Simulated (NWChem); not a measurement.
**H4Ti (TiH4) at wB97/6-311+G(d,p)/LANL2DZ (core potential, symtol 0.1, thermostat rescale)**

We compute molecular dynamics of H4Ti (TiH4). 

The calculation is run with NWChem 7.3.0.

**1. The system as given**

H4Ti has 5 atoms, charge 0, and is taken as a singlet. SMILES: `[H][Ti]([H])([H])[H]`. The shape comes from GFN2-xTB, which is rough for such elements, and wasn't checked as a minimum. The run starts from this shape.

Bond lengths: Ti1–H2 1.731 Å, Ti1–H3 1.731 Å, Ti1–H4 1.731 Å, Ti1–H5 1.731 Å. Angles: H2–Ti1–H3 109.4°, H2–Ti1–H4 109.4°, H2–Ti1–H5 109.5°, H3–Ti1–H4 109.5°, H3–Ti1–H5 109.5°, H4–Ti1–H5 109.4°.

**2. A short trajectory at wB97/6-311+G(d,p)/LANL2DZ (core potential, symtol 0.1, thermostat rescale)**

struct.nw

```
start struct
title "H4Ti"
memory stack 880 mb heap 220 mb global 1100 mb

geometry units angstroms autosym 0.1 nocenter noautoz
 Ti   -0.000010   -0.000210   -0.000150
 H     0.010960   -0.016820    1.730970
 H     1.628940    0.010440   -0.586290
 H    -0.824250    1.416520   -0.557510
 H    -0.815640   -1.409940   -0.587010
end

basis spherical bse
 * library 6-311+G** except Ti
 Ti library LANL2DZ
end

ecp bse
 Ti library LANL2DZ
end

dft
 xc wb97
 mult 1
 grid coarse
 maxiter 100
 mulliken
 noprint "final vectors analysis"
end

qmd
 nstep_nucl 15
 dt_nucl 20
 targ_temp 100
 thermostat rescale
 rand_seed 47920
 print_xyz 1
end

task dft qmd
```

Started as:

```console
nwchem struct.nw > struct.out
```

What it wrote:

```text
Northwest Computational Chemistry Package (NWChem) 7.3.0
             --------------------------------------------------------

           Job information
           ---------------

    nwchem branch   = 7.3.0
    use scalapack   = T
    input           = struct.nw
    prefix          = struct.
    data base       = ./struct.db
    status          = startup
    nproc           =        1

           Memory information
           ------------------

    heap     =     28835838 doubles =      220.0 Mbytes
    stack    =    115343355 doubles =      880.0 Mbytes
    global   =    144179200 doubles =     1100.0 Mbytes (distinct from heap & stack)
    total    =    288358393 doubles =     2200.0 Mbytes
    verify   = yes
    hardfail = no

           Directory information
           ---------------------

  0 permanent = .
  0 scratch   = .

                                NWChem Input Module
                                -------------------

                                       H4Ti
                                       ----

 Scaling coordinates for geometry "geometry" by  1.889725989
 (inverse scale =  0.529177249)

 C1  symmetry detected

                             Geometry "geometry" -> ""
                             -------------------------

 Output coordinates in angstroms (scale by  1.889725989 to convert to a.u.)

[... 415 lines left out ...]
          Convergence on density requested:  1.00D-05
[... 315 lines left out ...]
          total energy or number of iterations.
[... 340 lines left out ...]
    Exchange-Corr. energy =       -8.437450549154
[... 378 lines left out ...]
          Spatial weights used:  Erf1
[... 377 lines left out ...]
          Convergence on energy requested:  1.00D-06
[... 314 lines left out ...]
          Convergence aids based upon iterative change in
[... 338 lines left out ...]
           Coulomb energy =       62.784760423844
[... 351 lines left out ...]
          Convergence on gradient requested:  5.00D-04
[... 370 lines left out ...]
  Dipole (a.u.)     :       10  -1.098682E-02  -5.764196E-02   1.348273E-02
[... 343 lines left out ...]
          Convergence Information
[... 337 lines left out ...]
      One electron energy =     -131.426344023129
[... 350 lines left out ...]
          Convergence on density requested:  1.00D-05
[... 313 lines left out ...]
          total energy or number of iterations.
[... 21 lines left out ...]
                            NWChem DFT Gradient Module
                            --------------------------

                                       H4Ti

  charge          =   0.00
  wavefunction    = closed shell

  int_init: cando_txs set to always be  F
  intd_init: cando_txs set to always be  F

                         DFT ENERGY GRADIENTS

    atom               coordinates                        gradient
                 x          y          z           x          y          z
   1 Ti      0.001588  -0.001107   0.002467   -0.003352  -0.006499  -0.000911
   2 H       1.447326   1.734888  -2.181413    0.001456   0.001694  -0.002529
   3 H      -2.015157   1.784139   1.601730   -0.001928   0.000970   0.000449
   4 H       2.136963  -1.291041   1.893583    0.001462  -0.000574   0.000676
   5 H      -1.641543  -2.177497  -1.426380    0.002361   0.004409   0.002316

                 ----------------------------------------
                 |  Time  |  1-e(secs)   |  2-e(secs)   |
                 ----------------------------------------
                 |  CPU   |       0.03   |       2.47   |
                 ----------------------------------------
                 |  WALL  |       0.03   |       2.47   |
                 ----------------------------------------

            QMD Run Information
            -------------------
  Kin. energy (a.u.):       15            0.001425
  Pot. energy (a.u.):       15          -60.303974
  Tot. energy (a.u.):       15          -60.302549
  Target temp. (K)  :       15              100.00
  Current temp. (K) :       15              100.00
  Dipole (a.u.)     :       15   7.452143E-03  -3.556675E-02   2.655756E-02

 Task  times  cpu:      125.9s     wall:      125.9s
 Total times  cpu:      126.0s     wall:      126.0s
```

It took 2.1 min on 1 thread of Intel Xeon Platinum 8259CL at 2.50GHz (Skylake/Cascade Lake), shared host; peak memory 0.11 GiB.

Step by step:

```tsv
step	potential energy change (eV)	largest force (eV/Å)	temperature (K)
1	0.0000	1.0316	100
2	-0.0008	1.0594	100
3	-0.0096	1.0645	100
4	-0.0244	1.0485	100
5	-0.0427	1.0148	100
6	-0.0623	0.9672	100
7	-0.0818	0.9083	100
8	-0.1002	0.8403	100
9	-0.1171	0.7644	100
10	-0.1319	0.6814	100
11	-0.1447	0.5918	100
12	-0.1553	0.5453	100
13	-0.1635	0.5040	100
14	-0.1694	0.4483	100
15	-0.1729	0.3789	100
```

**3. What came out**

Level: wB97/6-311+G**/LANL2DZ (core potential, symtol 0.1, thermostat rescale).

```
                          quantity         value
potential energy of the last frame  -60.30397 Eh
```
